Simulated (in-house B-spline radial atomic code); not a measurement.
# Sn⁴³⁺: RPA and G0W0 on different mean-field starts

G0W0 and RPA are one-shot methods. How much does the choice of start matter for Sn⁴³⁺?

Program: an in-house B-spline radial atomic code, version 1. Level of theory: RPA, second order, AC-SOSEX and G0W0 (contour deformation) on a scalar-relativistic mean field, all electrons; no spin-orbit coupling, Breit or QED terms, no two-electron picture change. These are calculated values, not measurements, unless marked.

## 1. The atom as given

| Item | Value |
| --- | --- |
| element | tin (Z = 50) |
| charge | +43 |
| electrons | 7 |
| configuration | [He] 2s2 2p3 |
| Hamiltonian | scalar-relativistic (spin-free one-electron X2C), finite nucleus |
| starts | Hartree-Fock, PBE, BLYP, HSE06 |

Outer shells as boxes (Hund's rule):

Sn43+
```
[He] core
2s [↑↓]
2p [↑ ][↑ ][↑ ]
```

## 2. Hartree-Fock start

Input settings:

```ini
Z = 50
electrons = 7.0
configuration = [He] 2s2 2p3
hamiltonian = x2c
method = hf
lmax = 9
rms_radius = 4.6519
spin_polarised = True
box_radius = 2.34
intervals = 61
```

Run with:

```sh
> python run_gw.py task.json out
```

The settings of every run stand in task.json; they run in order.

The runs that follow: PBE start; BLYP start; HSE06 start.

Q: Predict the outcome of this session. Wanted: highest level, mean field; highest level, G0W0; RPA correlation energy; RPA+SOSEX.

**Answer**, as computed:

| quantity | value |
| --- | --- |
| highest level, mean field (range over the runs) | -7189.69 to -7077.75 eV |
| highest level, G0W0 (range over the runs) | -7187.63 to -7186.90 eV |
| RPA correlation energy | -0.5113 to -0.4711 hartree |
| RPA+SOSEX | -0.2398 to -0.2344 hartree |
| semi-empirical ionisation energy (2p shell) | 7080.0 ± 50 eV (NIST Atomic Spectra Database, ionization energies) |
| G0W0 removal energy less that value | +107 to +108 eV |

What this shows: G0W0 turns a spread of 112 eV among the starts into one of 0.74 eV, 0.66 % of it. Semilocal starts leave the level too high; G0W0 lowers it by 108 to 109 eV. The RPA energy is largest in size on PBE and smallest on Hartree-Fock, 7.9 % apart; over the runs it loosely follows the gap of the start, as smaller excitation energies give more correlation. The semi-empirical ionisation energy is 7080.0 ± 50 eV. G0W0 is off by about +107 eV (+1.5 %) in every run shown, whatever the start. Spin-orbit coupling is left out: in so heavy and highly charged an ion the half-filled shell is really jj-coupled, so the high-spin state computed here is a model and the comparison is rough. Read as a removal energy, the bare PBE level is off by -2.25 eV (-0.032 %) and the nearest bare level, BLYP's, by -1.30 eV, nearer than G0W0, but by cancellation: self-interaction lowers its value while this Hamiltonian leaves the G0W0 value too high.
